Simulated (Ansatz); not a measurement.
# CH2FNSi: how energies converge with the basis set

Aim: see how fast density functionals converge with the basis set for CH2FNSi.

Method: one geometry, several basis sets; program: Ansatz 0.2.0, Gaussian basis.

The runs, in order: PBE0-D4/def2-SVP; ωB97M-V/def2-SVP; PBE0-D4/def2-QZVPP; ωB97M-V/def2-QZVPP; the functionals' def2-TZVPP values are taken from earlier runs.

## (1) Structure used throughout

The geometry comes from an earlier relaxation with PBE0-D4 in a triple-zeta def2 set; it is a stationary point.

SMILES `F[SiH]1C=N1`, 6 atoms, charge 0, spin multiplicity 1.

Atoms are counted from 1 here; the program's logs count them from 0.

Bond lengths: F1–Si2 1.587 Å, Si2–C3 1.754 Å, Si2–N4 1.756 Å, Si2–H5 1.466 Å, C3–N4 1.292 Å, C3–H6 1.091 Å. Angles: F1–Si2–C3 122.5°, F1–Si2–N4 118.9°, F1–Si2–H5 108.3°, C3–Si2–N4 43.2°, C3–Si2–H5 127.2°, N4–Si2–H5 121.7°, Si2–C3–N4 68.5°, Si2–C3–H6 163.6°, N4–C3–H6 127.8°, Si2–N4–C3 68.3°.

## (2) PBE0-D4 in def2-SVP

in.yaml reads:

```yaml
crystal:
  periodic: [false, false, false]
  atoms:
    - {symbol: F, position_ang: [1.859255, -0.343984, -0.757272]}
    - {symbol: Si, position_ang: [0.285768, -0.206877, -0.605858]}
    - {symbol: C, position_ang: [-0.466674, 0.494272, 0.814747]}
    - {symbol: N, position_ang: [-0.480569, -0.796516, 0.859993]}
    - {symbol: H, position_ang: [-0.321410, -0.404230, -1.925232]}
    - {symbol: H, position_ang: [-0.834270, 1.193336, 1.567522]}
basis:
  gaussian: {orbitals: def2-SVP}
hamiltonian: {xc: pbe0, dispersion: d4}
output: {orbitals: {seedname: orbitals}}
```

Started as:

```sh
> ansatz run in.yaml --threads 2 --pin off --events-out ev --progress --plain --max-ram 4352MiB
```

The runs that follow: ωB97M-V in def2-SVP; PBE0-D4 in def2-QZVPP; ωB97M-V in def2-QZVPP.

**Question.** What will the summary of the whole plan be? Wanted: PBE0-D4: double and triple zeta above quadruple; ωB97M-V: double and triple zeta above quadruple.

As calculated:

| quantity | value |
| --- | --- |
| PBE0-D4: double and triple zeta above quadruple | 9.98, 0.58 eV |
| ωB97M-V: double and triple zeta above quadruple | 10.10, 0.54 eV |

For PBE0-D4 the step from double to triple zeta gains 9.41 eV and the next only 0.58 eV. Total energies overstate the basis error of differences, where much of it tends to cancel. The LUMO of ωB97M-V is positive and keeps falling with the basis (1.57 to 1.00 eV): an unbound level that the basis holds in place.
